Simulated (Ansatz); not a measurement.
# SnTe (SMILES [Sn][Te]): wB97X/STO-3G

What is the vertical electron affinity of SnTe at wB97X/STO-3G? 

Program for the calculation: Ansatz 0.2.0.

45 further runs of the same task are left out: 16 that didn't finish, 29 set aside as unsound or not needed.

### 1 The structure to begin with

SnTe has 2 atoms, charge 0, and is taken as a singlet. SMILES: `[Sn][Te]`. Geometry: relaxed at PBE0-D4/def2-TZVP.

Bond lengths: Sn1–Te2 2.518 Å.

### 2 The energy at wB97X/STO-3G

File in.yaml:

```yaml
crystal:
  periodic: [false, false, false]
  atoms:
    - symbol: Sn
      position_ang: [0.000000, 0.000000, 0.009440]
    - symbol: Te
      position_ang: [-0.000000, -0.000000, 2.527330]
basis:
  gaussian:
    orbitals: STO-3G
hamiltonian:
  xc: {name: wB97X}
accuracy: high
```

Started as:

```sh
$ ansatz run in.yaml --threads 1 --pin off --max-ram 3480MiB --events-out events.jsonl --progress --plain --runs-dir runs
```

What it wrote:

```text
Warning: RAYON_NUM_THREADS=1 ignored (pool sized by the plan → 1); use --threads N
Functional definition: wB97X
  name "wB97X"
  parameter omega = 0.3/bohr
  parameter cx = 0.157706
  parameter cx1 = 0.726479
  parameter cx2 = 1.04760
  parameter cx3 = -5.70635
  parameter cx4 = 13.2794
  parameter css1 = -4.33879
  parameter css2 = 18.2308
  parameter css3 = -31.7430
  parameter css4 = 17.2901
  parameter cos1 = 2.37031
  parameter cos2 = -11.3995
  parameter cos3 = 6.58405
  parameter cos4 = -3.78132
  exchange = spin_sum(e_x_unif_sr(omega)*poly(b97_u_x, 1 - cx, cx1, cx2, cx3, cx4)) + cx*exact_x_sr(omega)
      + exact_x_lr(omega)
  correlation = spin_sum(e_c_pw_same_spin*poly(b97_u_same, 1, css1, css2, css3, css4))
      + integral(e_c_pw_opposite_spin*poly(b97_u_opposite, 1, cos1, cos2, cos3, cos4))
827 factors; integrals over basis functions are off by at most 4.7e-9 eV
136 factors; integrals over basis functions are off by at most 1.9e-9 eV
mean field evaluation 1: about -340544.7712 eV, gradient 1.8e1 eV
mean field evaluation 2: about -340542.4259 eV, gradient 3.3e1 eV
mean field evaluation 4: about -340547.8875 eV, gradient 1.7e-1 eV
mean field evaluation 8: about -340547.8950 eV, gradient 9.7e-3 eV
mean field evaluation 16: about -340547.8950 eV, gradient 4.6e-7 eV
mean field -340547.89495779 eV, -12514.9043080448 hartree, gradient 4.1e-9 eV, S^2 0.000000; 0 other end points of the search recorded, 0 dependent functions left out
reference -340547.89495621 eV, -12514.9043079867 hartree; 51, 51 occupied and 3, 3 virtual orbitals, 827 factors
Total energy: -340547.89495621 eV, -12514.9043079867 hartree
```

It took 8.7 s on 1 thread of AMD EPYC 9R14 (Zen 4), shared host; peak memory 0.33 GiB.

### 3 The doublet anion

File molecule.yaml:

```yaml
basis:
  gaussian: {orbitals: STO-3G}
crystal:
  periodic: [false, false, false]
  atoms:
    - {symbol: Sn, position_ang: [0.000000, 0.000000, 0.009440]}
    - {symbol: Te, position_ang: [-0.000000, -0.000000, 2.527330]}
total_charge: -1
accuracy: high
hamiltonian: {xc: {name: wB97X}}
magnetization: {spin_polarized: true, initial_magnetization: 1}
```

Started as:

```sh
$ ansatz run molecule.yaml --threads 1 --pin off --max-ram 3480MiB --events-out events.jsonl --progress --plain --runs-dir runs
```

What it wrote (excerpt; [...] marks lines left out):

```text
Warning: RAYON_NUM_THREADS=1 ignored (pool sized by the plan → 1); use --threads N
[... 2 set-up lines as earlier in the session ...]
[...]
      + exact_x_lr(omega)
[...]
      + integral(e_c_pw_opposite_spin*poly(b97_u_opposite, 1, cos1, cos2, cos3, cos4))
827 factors; integrals over basis functions are off by at most 4.7e-9 eV
137 factors; integrals over basis functions are off by at most 1.2e-9 eV
[...]
mean field -340545.08714496 eV, -12514.8011228266 hartree, gradient 2.0e-8 eV, S^2 0.756853; 0 other end points of the search recorded, 0 dependent functions left out
reference -340545.08714350 eV, -12514.8011227731 hartree; 52, 51 occupied and 2, 3 virtual orbitals, 827 factors
Total energy: -340545.08714350 eV, -12514.8011227731 hartree
```

It took 16 s on 1 thread of AMD EPYC 9R14 (Zen 4), shared host; peak memory 0.61 GiB.

### 4 Outcome

Level: wB97X/STO-3G.

| quantity | value |
| --- | --- |
| singlet SnTe: total energy | -12514.90431 Eh |
| doublet anion: total energy | -12514.80112 Eh |
| doublet anion: ⟨S²⟩ | 0.757 |
| vertical electron affinity (to the doublet anion) | -2.808 eV |

**Reading.** The anion lies 2.81 eV (65 kcal/mol) above the neutral: the electron isn't bound at this level, and such a value depends on the basis. Without diffuse functions anions come out too high. In a minimal basis such a difference can be off by several eV, whatever the method. Relativity is left out (singlet SnTe) although the molecule holds a heavy atom. Relativity is left out (doublet anion) although the molecule holds a heavy atom.
